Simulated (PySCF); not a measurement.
**SnSiH3ClO (SMILES [SiH3][O][Sn][Cl]): levels of theory compared**

Wanted: a comparison of 6 runs (HF/STO-3G, HF/3-21G, HF/def2-SVP, TPSS/def2-SVP, wB97X/def2-SVPD, MP2/STO-3G) of SnSiH3ClO. Input form: a Python script.

The results are computed with PySCF 2.14.0.

### Step 1. The system as given

SnSiH3ClO has 7 atoms, charge 0, and is taken as a singlet. As SMILES, `[SiH3][O][Sn][Cl]`. The shape is that of a PBE0-D4/def2-TZVP optimisation. This is one conformer, not always the lowest.

Bond lengths: Si1–O2 1.642 Å, O2–Sn3 1.963 Å, Sn3–Cl4 2.379 Å, Si1–H5 1.487 Å, Si1–H6 1.487 Å, Si1–H7 1.487 Å. Angles: Si1–O2–Sn3 140.0°, O2–Sn3–Cl4 96.9°, O2–Si1–H5 111.1°, O2–Si1–H6 108.3°, O2–Si1–H7 111.0°, H5–Si1–H6 108.8°, H5–Si1–H7 108.8°, H6–Si1–H7 108.8°.

### Step 2. Energy and gradient at HF/STO-3G (run 1)

File input.py:

```python
import pyscf.grad
from pyscf import gto

system = gto.M(
    atom=[
    ('Si', (0.025100, 0.948700, 0.131900)),
    ('O', (-0.000800, -0.428100, 1.026700)),
    ('Sn', (-0.034800, -2.376500, 0.787400)),
    ('Cl', (-0.028200, -2.372800, -1.591800)),
    ('H', (-1.175600, 1.041700, -0.741200)),
    ('H', (0.032300, 2.109500, 1.061000)),
    ('H', (1.243100, 1.009500, -0.719700)),
],
    spin=0,
    max_memory=1860,
    basis='sto-3g',
    charge=0,
    verbose=3,
)

calc0 = system.RHF()
calc0.conv_tol = 1e-10
calc0.kernel()
if not calc0.converged:
    calc0 = calc0.newton().run(calc0.mo_coeff, calc0.mo_occ)

e_tot = calc0.e_tot
print('E = %.10f Eh' % e_tot)
grad = calc0.Gradients().kernel()
calc0.analyze()
```

On the command line:

```sh
$ OMP_NUM_THREADS=1 python input.py
```

The log of the run:

```text
converged SCF energy = -6779.16628261073
E = -6779.1662826107 Eh
--------------- RHF gradients ---------------
         x                y                z
0 Si    -0.0005462478    -0.0306249129     0.0219556774
1 O     0.0012162629     0.0693056523     0.0071270358
2 Sn    -0.0010690976    -0.0601206559    -0.0018186439
3 Cl    -0.0000763509    -0.0057006912    -0.0110901848
4 H    -0.0257059588     0.0014110919    -0.0184616974
5 H     0.0001491240     0.0249876831     0.0202647011
6 H     0.0260322682     0.0007418327    -0.0179768881
----------------------------------------------
**** MO energy ****
MO #1   energy= -1029.89884381434  occ= 2
MO #2   energy= -153.532240963857  occ= 2
MO #3   energy= -145.361581918627  occ= 2
MO #4   energy= -145.361159148845  occ= 2
MO #5   energy= -145.360765575362  occ= 2
MO #6   energy= -103.559616509032  occ= 2
MO #7   energy= -68.0013180391992  occ= 2
MO #8   energy= -29.6113754843216  occ= 2
MO #9   energy= -26.594597555091   occ= 2
MO #10  energy= -26.5930783771581  occ= 2
MO #11  energy= -26.5912733965175  occ= 2
MO #12  energy= -20.1138939444632  occ= 2
MO #13  energy= -18.1968148124681  occ= 2
MO #14  energy= -18.1967507404947  occ= 2
MO #15  energy= -18.1951250896007  occ= 2
MO #16  energy= -18.1936051634726  occ= 2
MO #17  energy= -18.1932724292482  occ= 2
MO #18  energy= -10.2600431367205  occ= 2
MO #19  energy= -7.70278136495155  occ= 2
MO #20  energy= -7.69918541081423  occ= 2
MO #21  energy= -7.698869515161    occ= 2
MO #22  energy= -5.9812559002744   occ= 2
MO #23  energy= -4.8281183658189   occ= 2
MO #24  energy= -4.00721440630165  occ= 2
MO #25  energy= -4.00648821016828  occ= 2
MO #26  energy= -4.00631763500359  occ= 2
MO #27  energy= -3.58519274249592  occ= 2
MO #28  energy= -3.57904506884059  occ= 2
MO #29  energy= -3.57155950566474  occ= 2
MO #30  energy= -1.19037283873576  occ= 2
MO #31  energy= -0.962486582373818 occ= 2
MO #32  energy= -0.903942569121088 occ= 2
MO #33  energy= -0.901336015505439 occ= 2
MO #34  energy= -0.897737969861385 occ= 2
MO #35  energy= -0.8923175933538   occ= 2
MO #36  energy= -0.880655791934932 occ= 2
MO #37  energy= -0.66778159262179  occ= 2
MO #38  energy= -0.500260709458344 occ= 2
MO #39  energy= -0.454412051277796 occ= 2
MO #40  energy= -0.445625831424332 occ= 2
MO #41  energy= -0.412943206029468 occ= 2
MO #42  energy= -0.357784907476112 occ= 2
MO #43  energy= -0.357647536204506 occ= 2
MO #44  energy= -0.319669621595784 occ= 2
MO #45  energy= -0.318009090668999 occ= 2
MO #46  energy= -0.236618694893795 occ= 2
MO #47  energy= 0.146562568512353  occ= 0
MO #48  energy= 0.294743449947986  occ= 0
MO #49  energy= 0.359085528899924  occ= 0
MO #50  energy= 0.523245669535492  occ= 0
MO #51  energy= 0.562103485955163  occ= 0
MO #52  energy= 0.569858608865127  occ= 0
MO #53  energy= 0.627619168934119  occ= 0
 ** Mulliken atomic charges  **
charge of    0Si =      0.70025
charge of    1O =     -0.48283
charge of    2Sn =      0.69798
charge of    3Cl =     -0.44097
charge of    4H =     -0.15860
charge of    5H =     -0.15715
charge of    6H =     -0.15867
Dipole moment(X, Y, Z, Debye): -0.00862,  0.03143,  3.04823
```

Run time: 12 s. Hardware: 1 thread of Intel Xeon at 2.50GHz (Skylake/Cascade Lake), shared host; peak memory 0.13 GiB.

### Step 3. Energy and forces at HF/3-21G (run 2)

File input.py:

```python
from pyscf import gto, scf

mol = gto.Mole()
mol.atom = [
    ('Si', (0.025100, 0.948700, 0.131900)),
    ('O', (-0.000800, -0.428100, 1.026700)),
    ('Sn', (-0.034800, -2.376500, 0.787400)),
    ('Cl', (-0.028200, -2.372800, -1.591800)),
    ('H', (-1.175600, 1.041700, -0.741200)),
    ('H', (0.032300, 2.109500, 1.061000)),
    ('H', (1.243100, 1.009500, -0.719700)),
]
mol.verbose = 3
mol.spin = 0
mol.basis = '3-21g'
mol.max_memory = 1860
mol.build()

calc0 = scf.RHF(mol)
calc0.conv_tol = 1e-10
calc0.kernel()
if not calc0.converged:
    calc0 = calc0.newton().run(calc0.mo_coeff, calc0.mo_occ)

e_final = calc0.e_tot
print('E = %.10f Eh' % e_final)
grad = calc0.nuc_grad_method().kernel()
calc0.analyze()
```

On the command line:

```sh
$ OMP_NUM_THREADS=1 python input.py
```

The log of the run:

```text
converged SCF energy = -6817.30184276452
E = -6817.3018427645 Eh
--------------- RHF gradients ---------------
         x                y                z
0 Si    -0.0004019697    -0.0240729744     0.0025473124
1 O     0.0008006627     0.0453453776     0.0055458186
2 Sn    -0.0001638003    -0.0152333426    -0.0412760421
3 Cl    -0.0001365527    -0.0022828628     0.0293529876
4 H    -0.0007161321    -0.0011883277     0.0005498830
5 H    -0.0000410892    -0.0013732835     0.0026665967
6 H     0.0006588813    -0.0011945866     0.0006134439
----------------------------------------------
**** MO energy ****
MO #1   energy= -1034.93400516923  occ= 2
MO #2   energy= -156.276359393055  occ= 2
MO #3   energy= -145.421714471258  occ= 2
MO #4   energy= -145.42149889423   occ= 2
MO #5   energy= -145.42106701667   occ= 2
MO #6   energy= -104.076177544646  occ= 2
MO #7   energy= -68.324233307637   occ= 2
MO #8   energy= -31.5835113692814  occ= 2
MO #9   energy= -26.9588629601122  occ= 2
MO #10  energy= -26.9574201499833  occ= 2
MO #11  energy= -26.9552371634871  occ= 2
MO #12  energy= -20.4355452333911  occ= 2
MO #13  energy= -19.125925378838   occ= 2
MO #14  energy= -19.1254858138952  occ= 2
MO #15  energy= -19.1237319850343  occ= 2
MO #16  energy= -19.1231525524157  occ= 2
MO #17  energy= -19.1222949008491  occ= 2
MO #18  energy= -10.4697175675445  occ= 2
MO #19  energy= -7.93265787821747  occ= 2
MO #20  energy= -7.92992687701889  occ= 2
MO #21  energy= -7.92970382995837  occ= 2
MO #22  energy= -6.12979309718788  occ= 2
MO #23  energy= -5.59520828829808  occ= 2
MO #24  energy= -4.22599338445519  occ= 2
MO #25  energy= -4.22588684660752  occ= 2
MO #26  energy= -4.22547902381674  occ= 2
MO #27  energy= -3.97996777399227  occ= 2
MO #28  energy= -3.97651825297112  occ= 2
MO #29  energy= -3.96961315636821  occ= 2
MO #30  energy= -1.4684960938912   occ= 2
MO #31  energy= -1.46655403716495  occ= 2
MO #32  energy= -1.4643512164163   occ= 2
MO #33  energy= -1.45735908355972  occ= 2
MO #34  energy= -1.45290222221528  occ= 2
MO #35  energy= -1.28013371128163  occ= 2
MO #36  energy= -1.06435400783183  occ= 2
MO #37  energy= -0.740345896290906 occ= 2
MO #38  energy= -0.621696499594389 occ= 2
MO #39  energy= -0.546391790895229 occ= 2
MO #40  energy= -0.543082507352969 occ= 2
MO #41  energy= -0.51850271865127  occ= 2
MO #42  energy= -0.454393248520877 occ= 2
MO #43  energy= -0.452904448588923 occ= 2
MO #44  energy= -0.439170641697538 occ= 2
MO #45  energy= -0.437103264388389 occ= 2
MO #46  energy= -0.369088348716616 occ= 2
MO #47  energy= -0.00562125954208259 occ= 0
MO #48  energy= 0.084065049815738  occ= 0
MO #49  energy= 0.119022604765951  occ= 0
MO #50  energy= 0.19162630936238   occ= 0
MO #51  energy= 0.240454067121097  occ= 0
MO #52  energy= 0.248708097523077  occ= 0
MO #53  energy= 0.305516524650436  occ= 0
MO #54  energy= 0.312861656129253  occ= 0
MO #55  energy= 0.35205767820449   occ= 0
MO #56  energy= 0.367263276742581  occ= 0
MO #57  energy= 0.423439415276102  occ= 0
MO #58  energy= 0.483926223844354  occ= 0
MO #59  energy= 0.486965096525557  occ= 0
MO #60  energy= 0.509303433360379  occ= 0
MO #61  energy= 0.684617681713313  occ= 0
MO #62  energy= 0.787235430669826  occ= 0
MO #63  energy= 0.830359798794782  occ= 0
MO #64  energy= 0.898867273114456  occ= 0
MO #65  energy= 0.969751926121708  occ= 0
MO #66  energy= 1.33465346588505   occ= 0
MO #67  energy= 1.35424683608439   occ= 0
MO #68  energy= 1.39292757394212   occ= 0
MO #69  energy= 1.86231180769467   occ= 0
MO #70  energy= 1.89544598244914   occ= 0
MO #71  energy= 2.13268771243836   occ= 0
MO #72  energy= 3.07580205621057   occ= 0
 ** Mulliken atomic charges  **
charge of    0Si =      0.78138
charge of    1O =     -0.83126
charge of    2Sn =      0.92767
charge of    3Cl =     -0.46100
charge of    4H =     -0.14168
charge of    5H =     -0.13333
charge of    6H =     -0.14177
Dipole moment(X, Y, Z, Debye): -0.02760, -1.00469,  3.22942
```

Wall time 12 s (1 thread of Intel Xeon at 2.50GHz (Skylake/Cascade Lake), shared host); peak memory 0.14 GiB.

### Step 4. Energy and gradient at HF/def2-SVP (core potential) (run 3)

File start.xyz:

```xyz
7
ClH3OSiSn
Si     0.025100     0.948700     0.131900
O     -0.000800    -0.428100     1.026700
Sn    -0.034800    -2.376500     0.787400
Cl    -0.028200    -2.372800    -1.591800
H     -1.175600     1.041700    -0.741200
H      0.032300     2.109500     1.061000
H      1.243100     1.009500    -0.719700
```

File calc.py:

```python
# [SiH3][O][Sn][Cl]
import pyscf.grad
from pyscf import gto

mol = gto.M(
    atom='start.xyz',
    max_memory=1860,
    charge=0,
    basis='def2-svp',
    ecp={'Sn': 'def2-svp'},
    verbose=4,
)

calc0 = mol.RHF()
calc0.conv_tol = 1e-10
calc0.kernel()
if not calc0.converged:
    calc0 = calc0.newton().run(calc0.mo_coeff, calc0.mo_occ)

e_tot = calc0.e_tot
print('E = %.10f Eh' % e_tot)
grad = calc0.Gradients().kernel()
dip = calc0.dip_moment()
pop, q = calc0.mulliken_pop()
```

On the command line:

```sh
$ OMP_NUM_THREADS=1 python calc.py
```

The log of the run:

```text
PySCF version 2.14.0

[... 67 lines left out ...]
converged SCF energy = -1038.21459060261
[... 14 lines left out ...]
Dipole moment(X, Y, Z, Debye): -0.03936, -1.81487,  2.30128
[... 60 lines left out ...]
pop of  3 Cl 2s           1.99165
pop of  3 Cl 3s           1.18906
pop of  3 Cl 4s           0.78556
pop of  3 Cl 2px          1.98118
pop of  3 Cl 2py          1.98166
pop of  3 Cl 2pz          1.97909
pop of  3 Cl 3px          0.70260
pop of  3 Cl 3py          0.72623
pop of  3 Cl 3pz          0.63436
pop of  3 Cl 4px          1.21025
pop of  3 Cl 4py          1.22295
pop of  3 Cl 4pz          1.03773
pop of  3 Cl 3dxy         0.00001
pop of  3 Cl 3dyz         0.00194
pop of  3 Cl 3dz^2        0.00757
pop of  3 Cl 3dxz         0.00219
pop of  3 Cl 3dx2-y2      0.00003
pop of  4 H 1s            0.75487
pop of  4 H 2s            0.41914
pop of  4 H 2px           0.00651
pop of  4 H 2py           0.00041
pop of  4 H 2pz           0.00383
pop of  5 H 1s            0.75301
pop of  5 H 2s            0.42357
pop of  5 H 2px           0.00056
pop of  5 H 2py           0.00603
pop of  5 H 2pz           0.00409
pop of  6 H 1s            0.75490
pop of  6 H 2s            0.41940
pop of  6 H 2px           0.00670
pop of  6 H 2py           0.00038
pop of  6 H 2pz           0.00367
 ** Mulliken atomic charges  **
charge of    0Si =      0.91839
charge of    1O =     -0.92019
charge of    2Sn =      1.01242
charge of    3Cl =     -0.45355
charge of    4H =     -0.18476
charge of    5H =     -0.18727
charge of    6H =     -0.18505
```

It took 21 s on 1 thread of Intel Xeon at 2.50GHz (Skylake/Cascade Lake), shared host; peak memory 0.18 GiB.

Runs 4 to 5 aren't shown in full; the table further down has their settings and results.

### Step 5. Energy and gradient at MP2/STO-3G (run 6)

File input.xyz:

```xyz
7
ClH3OSiSn
Si     0.025100     0.948700     0.131900
O     -0.000800    -0.428100     1.026700
Sn    -0.034800    -2.376500     0.787400
Cl    -0.028200    -2.372800    -1.591800
H     -1.175600     1.041700    -0.741200
H      0.032300     2.109500     1.061000
H      1.243100     1.009500    -0.719700
```

File job.py:

```python
from pyscf import gto, scf, mp

system = gto.Mole()
system.atom = 'input.xyz'
system.max_memory = 1860
system.basis = 'sto-3g'
system.charge = 0
system.verbose = 3
system.build()

myscf = scf.RHF(system)
myscf.conv_tol = 1e-10
myscf.kernel()
if not myscf.converged:
    myscf = myscf.newton().run(myscf.mo_coeff, myscf.mo_occ)

pt = mp.MP2(myscf, frozen=29).run()
e_tot = pt.e_tot
print('E = %.10f Eh' % e_tot)
grad = pt.nuc_grad_method().kernel()
dip = myscf.dip_moment()
pop, q = myscf.mulliken_pop()
```

On the command line:

```sh
$ OMP_NUM_THREADS=1 python job.py
```

The log of the run:

```text
converged SCF energy = -6779.16628261073
E(RMP2) = -6779.28444122537  E_corr = -0.118158614632401
E(SCS-RMP2) = -6779.29100555648  E_corr = -0.124722945744873
E = -6779.2844412254 Eh
--------------- RMP2 gradients ---------------
         x                y                z
0 Si    -0.0006379815    -0.0354437161     0.0307541608
1 O     0.0013897947     0.0773512351    -0.0112414974
2 Sn    -0.0009894623    -0.0558711128    -0.0037613909
3 Cl    -0.0000666397    -0.0043962209    -0.0047636775
4 H    -0.0174251517     0.0001337034    -0.0123682385
5 H     0.0001194410     0.0185246417     0.0134328308
6 H     0.0176099994    -0.0002985303    -0.0120521872
----------------------------------------------
Dipole moment(X, Y, Z, Debye): -0.00862,  0.03143,  3.04823
 ** Mulliken pop  **
pop of  0 Si 1s           1.99961
pop of  0 Si 2s           1.98732
pop of  0 Si 3s           1.14729
pop of  0 Si 2px          1.96556
pop of  0 Si 2py          1.96479
pop of  0 Si 2pz          1.96484
pop of  0 Si 3px          0.78652
pop of  0 Si 3py          0.65067
pop of  0 Si 3pz          0.72099
pop of  1 O 1s            1.99789
pop of  1 O 2s            1.83207
pop of  1 O 2px           1.79121
pop of  1 O 2py           1.27290
pop of  1 O 2pz           1.72290
pop of  2 Sn 1s           2.00000
pop of  2 Sn 2s           1.99990
pop of  2 Sn 3s           1.99950
pop of  2 Sn 4s           2.00243
pop of  2 Sn 5s           1.74913
pop of  2 Sn 2px          2.00008
pop of  2 Sn 2py          2.00006
pop of  2 Sn 2pz          2.00007
pop of  2 Sn 3px          1.99783
pop of  2 Sn 3py          1.99832
pop of  2 Sn 3pz          1.99805
pop of  2 Sn 4px          1.99030
pop of  2 Sn 4py          1.99531
pop of  2 Sn 4pz          1.99324
pop of  2 Sn 5px          0.22597
pop of  2 Sn 5py          0.68296
pop of  2 Sn 5pz          0.54847
pop of  2 Sn 3dxy         1.99999
pop of  2 Sn 3dyz         1.99998
pop of  2 Sn 3dz^2        1.99975
pop of  2 Sn 3dxz         2.00000
pop of  2 Sn 3dx2-y2      1.99970
pop of  2 Sn 4dxy         1.99978
pop of  2 Sn 4dyz         1.99950
pop of  2 Sn 4dz^2        1.99249
pop of  2 Sn 4dxz         1.99999
pop of  2 Sn 4dx2-y2      1.99107
pop of  3 Cl 1s           1.99998
pop of  3 Cl 2s           1.99922
pop of  3 Cl 3s           1.98998
pop of  3 Cl 2px          1.99917
pop of  3 Cl 2py          1.99962
pop of  3 Cl 2pz          1.99328
pop of  3 Cl 3px          1.94333
pop of  3 Cl 3py          1.97889
pop of  3 Cl 3pz          1.61036
pop of  4 H 1s            1.17299
pop of  5 H 1s            1.17165
pop of  6 H 1s            1.17308
 ** Mulliken atomic charges  **
charge of    0Si =      0.81241
charge of    1O =     -0.61697
charge of    2Sn =      0.83613
charge of    3Cl =     -0.51384
charge of    4H =     -0.17299
charge of    5H =     -0.17165
charge of    6H =     -0.17308
```

Run time: 15 s. Hardware: 1 thread of Intel Xeon at 2.50GHz (Skylake/Cascade Lake), shared host; peak memory 0.25 GiB.

### Step 6. Overview of the runs

```
run                             level  core potential  integration grid   energy (Eh)  dipole moment (D) of the reference  HOMO energy (eV)  LUMO energy (eV)  wall time
  1                         HF/STO-3G               –                 –  -6779.166283                                3.05             -6.44              3.99       12 s
  2                          HF/3-21G               –                 –  -6817.301843                                3.38            -10.04             -0.15       12 s
  3      HF/def2-SVP (core potential)        def2-svp                 –  -1038.214591                                2.93            -10.29              0.04       21 s
  4    TPSS/def2-SVP (core potential)        def2-svp                 5  -1040.810083                                2.54             -6.98             -3.29       87 s
  5  wB97X/def2-SVPD (core potential)        def2-svp                 5  -1040.868776                                2.98            -10.36             -0.96    3.5 min
  6                        MP2/STO-3G               –                 –  -6779.284441                                3.05             -6.44              3.99       15 s
```

### Step 7. Summary of results

| quantity | value |
| --- | --- |
| run 6: total energy | -6779.28444 Eh |
| run 6: dipole moment (Hartree–Fock density) | 3.05 D |
| run 6: HOMO energy (Hartree–Fock orbitals) | -6.44 eV |
| run 6: LUMO energy (Hartree–Fock orbitals) | 3.99 eV |
| run 6: HOMO–LUMO gap (Hartree–Fock orbitals) | 10.43 eV |
| run 6: correlation energy (29 core orbitals frozen) | -118.2 mEh |
| run 6: largest force on an atom | 4.020 eV/Å |

In words: Over runs 1, 2, 3, 4, 5 the dipole moment (its size) runs from 2.54 D (TPSS/def2-SVP) to 3.38 D (HF/3-21G). The two ends differ in method and basis and core potential. Over runs 1, 2, 3, 4, 5 the HOMO–LUMO gap runs from 3.69 eV (TPSS/def2-SVP) to 10.43 eV (HF/STO-3G). Totals of different functionals can't be ranked against each other. Some runs of one species differ in core potentials or relativity; totals across that change don't compare. In runs 1, 6 the basis is minimal, so the values are rough. In runs 1, 2, 6 relativity is left out where basis or elements ask for it. All runs together took 5.9 min, the longest 3.5 min.
